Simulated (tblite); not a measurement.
# C6H11NOSi: the cost of one run

Computed with tblite 0.8.0 and PySCF 2.14.0, with density-fitted response routines of our own, on a single molecule in the gas phase. Atoms are numbered from 0 throughout.

## Step 1: The starting structure

20 atoms, charge 0, multiplicity 1; geometry from: force field or distance geometry start.

Bonds of the start (Å): C0–C1 1.20, C1–C2 1.48, C2–N3 1.45, N3–C4 1.43, N3–Si5 1.76, Si5–O6 1.71, Si5–C7 1.86, C7–C8 1.35, C0–H9 1.07, C2–H10 1.11, C2–H11 1.10, C4–H12 1.10, C4–H13 1.13, C4–H14 1.11, Si5–H15 1.47, O6–H16 1.01, C7–H17 1.10, C8–H18 1.10, C8–H19 1.09.

## Step 2: Geometry optimisation with GFN2-xTB

What the job is given:

```
{"job": {"kind": "relax", "xc": "GFN2-xTB", "basis": "xTB"}, "charge": 0, "multiplicity": 1}
C     -2.723400     1.687900    -0.006700
C     -2.062300     0.805700     0.471200
C     -1.242500    -0.274900     1.054400
N     -0.373800    -0.842000     0.047800
C     -1.141000    -1.575500    -0.912200
Si     0.664200     0.383400    -0.665100
O      0.516000     1.916100     0.076200
C      2.437400    -0.123900    -0.398700
C      3.030600    -0.008200     0.809400
H     -3.326100     2.460000    -0.425400
H     -1.967500    -1.059800     1.344300
H     -0.654600     0.052700     1.923100
H     -2.056800    -1.995000    -0.467000
H     -1.383700    -0.853300    -1.746900
H     -0.562500    -2.412200    -1.354100
H      0.401600     0.469300    -2.112500
H      0.869000     1.844500     1.019700
H      3.008200    -0.548300    -1.241100
H      4.076800    -0.320000     0.926600
H      2.485300     0.404100     1.654100
```

Run with:

```sh
$ OMP_NUM_THREADS=1 python probes_run.py task.json out
```

This one command runs all jobs of the session in turn.

**Question.** How long does this first job take on 1 thread of Arm Neoverse N1, shared host?

About 3.3 s.
